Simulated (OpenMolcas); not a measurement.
**A workflow on SiH4O4 (orthosilicic acid)**

Aim: the energy (HF/ANO-R0), then the energy (CASSCF(2,2)/ANO-R1), then the energy along one coordinate (CASPT2(2,2)/ANO-R1), then an energy scan (SC-NEVPT2(2,2)/ANO-R1), then an energy scan (MC-PDFT[tPBE](2,2)/ANO-R1) of SiH4O4 (orthosilicic acid). 

The calculation is run with OpenMolcas 26.06.

### Step 1. The system as given

SiH4O4: 9 atoms, total charge 0, spin state singlet. SMILES: `O[Si](O)(O)O`. Geometry: relaxed at PBE0-D4/def2-TZVP. This is one conformer, not always the lowest.

Bond lengths: O1–Si2 1.631 Å, Si2–O3 1.631 Å, Si2–O4 1.631 Å, Si2–O5 1.631 Å, O1–H6 0.958 Å, O3–H7 0.958 Å, O4–H8 0.958 Å, O5–H9 0.958 Å. Angles: O1–Si2–O3 106.4°, O1–Si2–O4 115.8°, O1–Si2–O5 106.4°, O3–Si2–O4 106.4°, O3–Si2–O5 115.8°, O4–Si2–O5 106.4°, Si2–O1–H6 116.6°, Si2–O3–H7 116.6°, Si2–O4–H8 116.6°, Si2–O5–H9 116.6°.

### Step 2. The energy at HF/ANO-R0 (sfX2C) (run 1)

Contents of struct.xyz:

```xyz
9

O     -0.969050     0.776350    -1.057560
Si     0.000010     0.000030    -0.000040
O      1.527610     0.433680    -0.372150
O     -0.043140    -1.629280    -0.059900
O     -0.515400     0.419370     1.489460
H     -0.639460     0.869750    -1.952330
H      2.226280    -0.135170    -0.046190
H     -0.768040    -2.056130     0.398680
H     -0.818790     1.321420     1.600040
```

Contents of step1.input:

```
* H4O4Si Hartree-Fock

&GATEWAY
  COORD=struct.xyz
  BASIS=ANO-R0
  GROUP=NoSym

&SEWARD

&SCF
  PRORBITALS=0

&LOCALISATION
  OCCUPIED
  FREEZE
  PIPEK-MEZEY

&LOCALISATION
  FILEORB=$Project.LocOrb
  VIRTUAL
  PIPEK-MEZEY
```

Started as:

```console
$ export MOLCAS_MEM=1860
$ pymolcas step1.input > step1.log
```

Log:

```text
--- Start Module: gateway ---
[...]
--- Stop Module: gateway /rc=_RC_ALL_IS_WELL_ ---
[...]
      Basis functions           33
[...]
       Convergence after  10 Iterations
[...]
::    Total SCF energy                               -590.6323775305
[...]
      Total spin, S                                     0.0000000000
[...]
      Total electronic charge=   50.000000
      Total            charge=   -0.000000
[...]
      Dipole Moment (debye):
      Origin of the operator (angstrom)=    0.0000    0.0000   -0.0000
                   X= -8.6793E-05               Y= -2.1256E-04               Z=  4.3968E-04           Total=  4.9602E-04
      Quadrupole Moment (debye*angstrom):
[...]
--- Start Module: localisation ---
[...]
--- Stop Module: localisation /rc=_RC_ALL_IS_WELL_ ---
--- Start Module: localisation ---
[...]
--- Stop Module: localisation /rc=_RC_ALL_IS_WELL_ ---
[...]
```

It took 2.4 s on 1 thread of Intel Xeon 6975P-C (Granite Rapids), shared host; peak memory 0.38 GiB.

### Step 3. A single-point energy at CASSCF(2,2)/ANO-R1 (sfX2C, RICD fitting) (run 2)

struct.xyz is that of step 2.

Contents of step2.inp:

```
>>> EXPORT MOLCAS_PRINT=2

&gateway
 coord = struct.xyz
 basis = ANO-R0
 group = NoSym

&seward

&rasscf
 fileorb = $CurrDir/step1.LocOrb
 alter = 2
 1 16 25
 1 26 29
 spin = 1
 nactel = 2 0 0
 inactive = 24
 ras2 = 2
 orblisting = Nothing
>>> COPY $Project.RunFile RUNFIL1
>>> COPY $Project.RasOrb INPORB

&gateway
 coord = struct.xyz
 basis = ANO-R1
 group = NoSym
 ricd

&seward
>>> COPY $Project.RunFile RUNFIL2

&expbas

&rasscf
 fileorb = $Project.ExpOrb
 spin = 1
 nactel = 2 0 0
 inactive = 24
 ras2 = 2
 orblisting = Nothing
```

Started as:

```console
$ export MOLCAS_MEM=1860
$ pymolcas step2.inp > step2.log
```

Log:

```text
--- Start Module: gateway ---
[...]
      Basis functions           33
[...]
      Number of active orbitals                  2
[...]
      Spin quantum number                      0.0
[...]
      Active orbitals                            2
[...]
      Number of CSFs                             3
[...]
      Number of root(s) required                 1
[...]
      Convergence after 13 iterations
[...]
      printout of CI-coefficients larger than  0.05 for root  1
      energy=    -590.649214
      conf/sym  11     Coeff  Weight
             1  20   0.99394 0.98791
             3  02  -0.10993 0.01209
      Natural orbitals and occupation numbers for root  1
      sym 1:   1.975829   0.024171
      ************************************************************************************************************************
      *                                                    Final results                                                     *
[...]
::    RASSCF root number  1 Total energy:   -590.64921362
[...]
      Basis functions           94
[...]
      Convergence after 19 iterations
[...]
      Natural orbitals and occupation numbers for root  1
      sym 1:   1.982520   0.017480
      ************************************************************************************************************************
      *                                                    Final results                                                     *
[...]
::    RASSCF root number  1 Total energy:   -591.88209707
[...]
      Total electronic charge=   50.000000
      Total            charge=   -0.000000
[...]
      Dipole Moment (debye):
      Origin of the operator (angstrom)=    0.0000    0.0000   -0.0000
                   X= -1.7986E-02               Y= -1.5220E-02               Z=  8.8700E-02           Total=  9.1776E-02
      Quadrupole Moment (debye*angstrom):
[...]
```

Run time: 8.7 s. Hardware: 1 thread of Intel Xeon 6975P-C (Granite Rapids), shared host; peak memory 0.38 GiB.

### Step 4. An energy scan at CASPT2(2,2)/ANO-R1 (sfX2C, RICD fitting, ipea shift 0.25 Eh, pt2 variant SS) (run 3)

Contents of step3.input:

```
>>> EXPORT MOLCAS_PRINT=2
>>> COPY $CurrDir/step2.RasOrb $Project.RasOrb
>>> ForEach K in (1, 2, 3, 4, 5, 6, 7, 8, 9)

&gateway
  coord = $CurrDir/point$K.xyz
  basis = ANO-R1
  group = NoSym
  ricd

&seward

&rasscf
  fileorb = $Project.RasOrb
  spin = 1
  nactel = 2 0 0
  inactive = 24
  ras2 = 2
  orblisting = Nothing

&caspt2
  imaginary = 0.2
  frozen = 9
>>> EndDo
```

Started as:

```console
$ export MOLCAS_MEM=1860
$ pymolcas step3.input > step3.log
```

Log:

```text
[...]
      Basis functions           94
[...]
      Number of active orbitals                  2
[...]
      Spin quantum number                      0.0
[...]
      Active orbitals                            2
[...]
      Number of CSFs                             3
[...]
      Number of root(s) required                 1
[...]
      Convergence after 13 iterations
[...]
      printout of CI-coefficients larger than  0.05 for root  1
      energy=    -591.869586
      conf/sym  11     Coeff  Weight
             1  20   0.99701 0.99403
             3  02  -0.07726 0.00597
      Natural orbitals and occupation numbers for root  1
      sym 1:   1.988062   0.011938
      ************************************************************************************************************************
      *                                                    Final results                                                     *
[...]
::    RASSCF root number  1 Total energy:   -591.86958576
[...]
::    CASPT2 Root  1     Total energy:   -592.70703854
[...]
      Convergence after 14 iterations
[...]
      Natural orbitals and occupation numbers for root  1
      sym 1:   1.982528   0.017472
      ************************************************************************************************************************
      *                                                    Final results                                                     *
[...]
      Convergence after 14 iterations
[...]
      Convergence after 13 iterations
[...]
      Convergence after 16 iterations
[...]
::    RASSCF root number  1 Total energy:   -591.70948440
[...]
::    CASPT2 Root  1     Total energy:   -592.52358400
[...]
      Convergence after 16 iterations
[...]
::    RASSCF root number  1 Total energy:   -591.70417113
[...]
      Reference weight:           0.82119
[...]
::    CASPT2 Root  1     Total energy:   -592.51526143
[...]
```

It took 59 s on 1 thread of Intel Xeon 6975P-C (Granite Rapids), shared host; peak memory 0.086 GiB.

The scan, from its lowest point:

```
H6–O1 (Å)  energy (kJ/mol)
    0.862             33.9
    0.958              0.0
    1.054             19.1
    1.198             92.8
    1.389            212.6
    1.629            345.9
    1.916            452.6
    2.299            515.5
    2.874            537.4
```

### Step 5. An energy scan at SC-NEVPT2(2,2)/ANO-R1 (sfX2C, RICD fitting, pt2 variant SC-NEVPT2) (run 4)

Contents of step4.inp:

```
* H4O4Si NEVPT2
>>> COPY $CurrDir/step2.RasOrb $Project.RasOrb
>>> ForEach K in (1, 2, 3, 4, 5, 6, 7, 8, 9)

&GATEWAY
  Coord
  $CurrDir/point$K.xyz
  Basis
  ANO-R1
  Group
  NoSym
  RICD

&SEWARD

&RASSCF
  FileOrb
  $Project.RasOrb
  Spin
  1
  Nactel
  2 0 0
  Inactive
  24
  Ras2
  2
  OrbListing
  Nothing

&CASPT2
  SC-NEVPT2
  Frozen
  9
>>> EndDo
```

Started as:

```console
$ export MOLCAS_MEM=1860
$ pymolcas step4.inp > step4.log
```

Log:

```text
--- Start Module: gateway ---
[...]
      Basis functions           94
[...]
      Number of active orbitals                  2
[...]
      Spin quantum number                      0.0
[...]
      Active orbitals                            2
[...]
      Number of CSFs                             3
[...]
      Number of root(s) required                 1
[...]
      Convergence after 13 iterations
[...]
      printout of CI-coefficients larger than  0.05 for root  1
      energy=    -591.869586
      conf/sym  11     Coeff  Weight
             1  20   0.99701 0.99403
             3  02  -0.07726 0.00597
      Natural orbitals and occupation numbers for root  1
      sym 1:   1.988062   0.011938
      ************************************************************************************************************************
      *                                                    Final results                                                     *
[...]
::    RASSCF root number  1 Total energy:   -591.86958576
[...]
::    SC-NEVPT2 Root  1     Total energy:   -592.70621459
[...]
      Convergence after 14 iterations
[...]
      Natural orbitals and occupation numbers for root  1
      sym 1:   1.982528   0.017472
      ************************************************************************************************************************
      *                                                    Final results                                                     *
[...]
      Convergence after 14 iterations
[...]
      Convergence after 13 iterations
[...]
      Convergence after 16 iterations
[...]
::    RASSCF root number  1 Total energy:   -591.70948440
[...]
::    SC-NEVPT2 Root  1     Total energy:   -592.51961850
[...]
      Convergence after 16 iterations
[...]
::    RASSCF root number  1 Total energy:   -591.70417113
[...]
::    SC-NEVPT2 Root  1     Total energy:   -592.51143293
[...]
```

Wall time 54 s (1 thread of Intel Xeon 6975P-C (Granite Rapids), shared host); peak memory 0.085 GiB.

The scan, from its lowest point:

| H6–O1 (Å) | energy (kJ/mol) |
| --- | --- |
| 0.862 | 36.4 |
| 0.958 | 0.0 |
| 1.054 | 16.9 |
| 1.198 | 88.8 |
| 1.389 | 209.6 |
| 1.629 | 348.5 |
| 1.916 | 461.3 |
| 2.299 | 526.3 |
| 2.874 | 547.8 |

### Step 6. An energy scan at MC-PDFT[tPBE](2,2)/ANO-R1 (sfX2C, RICD fitting) (run 5)

Contents of step5.input:

```
* H4O4Si MC-PDFT
>>> COPY $CurrDir/step2.RasOrb $Project.RasOrb
>>> ForEach K in (1, 2, 3, 4, 5, 6, 7, 8, 9)
&GATEWAY
Coord=$CurrDir/point$K.xyz
Basis=ANO-R1
Group=NoSym
RICD
&SEWARD
&RASSCF
FileOrb=$Project.RasOrb
Spin=1
Nactel=2 0 0
Inactive=24
Ras2=2
OrbListing=Nothing
&MCPDFT
KSDFT=T:PBE
>>> EndDo
```

Started as:

```console
$ export MOLCAS_MEM=1860
$ pymolcas step5.input > step5.log
```

Log:

```text
--- Start Module: gateway ---
[...]
      Basis functions           94
[...]
      Number of active orbitals                  2
[...]
      Spin quantum number                      0.0
[...]
      Active orbitals                            2
[...]
      Number of CSFs                             3
[...]
      Number of root(s) required                 1
[...]
      Convergence after 13 iterations
[...]
      printout of CI-coefficients larger than  0.05 for root  1
      energy=    -591.869586
      conf/sym  11     Coeff  Weight
             1  20   0.99701 0.99403
             3  02  -0.07726 0.00597
      Natural orbitals and occupation numbers for root  1
      sym 1:   1.988062   0.011938
      ************************************************************************************************************************
      *                                                    Final results                                                     *
[...]
::    RASSCF root number  1 Total energy:   -591.86958576
[...]
::    MCPDFT root number  1 Total energy:   -593.41368467
[...]
      Convergence after 14 iterations
[...]
      Natural orbitals and occupation numbers for root  1
      sym 1:   1.982528   0.017472
      ************************************************************************************************************************
      *                                                    Final results                                                     *
[...]
      Convergence after 14 iterations
[...]
      Convergence after 13 iterations
[...]
      Convergence after 16 iterations
[...]
::    RASSCF root number  1 Total energy:   -591.70948440
[...]
::    MCPDFT root number  1 Total energy:   -593.22542860
[...]
      Convergence after 16 iterations
[...]
::    RASSCF root number  1 Total energy:   -591.70417113
[...]
::    MCPDFT root number  1 Total energy:   -593.21555701
[...]
```

Run time: 59 s. Hardware: 1 thread of Intel Xeon 6975P-C (Granite Rapids), shared host; peak memory 0.086 GiB.

The scan, from its lowest point:

```
H6–O1 (Å)  energy (kJ/mol)
    0.862             36.0
    0.958              0.0
    1.054             16.2
    1.198             85.3
    1.389            201.2
    1.629            336.7
    1.916            454.8
    2.299            530.3
    2.874            556.2
```

### Step 7. Results

| quantity | value |
| --- | --- |
| run 1, HF/ANO-R0: total energy | -590.63238 Eh |
| run 1, HF/ANO-R0: dipole moment | 0.00 D |
| run 1, HF/ANO-R0: HOMO energy | -11.62 eV |
| run 1, HF/ANO-R0: LUMO energy | 5.12 eV |
| run 1, HF/ANO-R0: HOMO–LUMO gap | 16.74 eV |
| run 2, CASSCF(2,2)/ANO-R1: total energy | -591.88210 Eh |
| run 2, CASSCF(2,2)/ANO-R1: dipole moment (CASSCF density) | 0.09 D |
| run 3, CASPT2(2,2)/ANO-R1: lowest energy of the scan | -592.71994 Eh |
| run 4, SC-NEVPT2(2,2)/ANO-R1: lowest energy of the scan | -592.72006 Eh |
| run 5, MC-PDFT[tPBE](2,2)/ANO-R1: lowest energy of the scan | -593.42740 Eh |
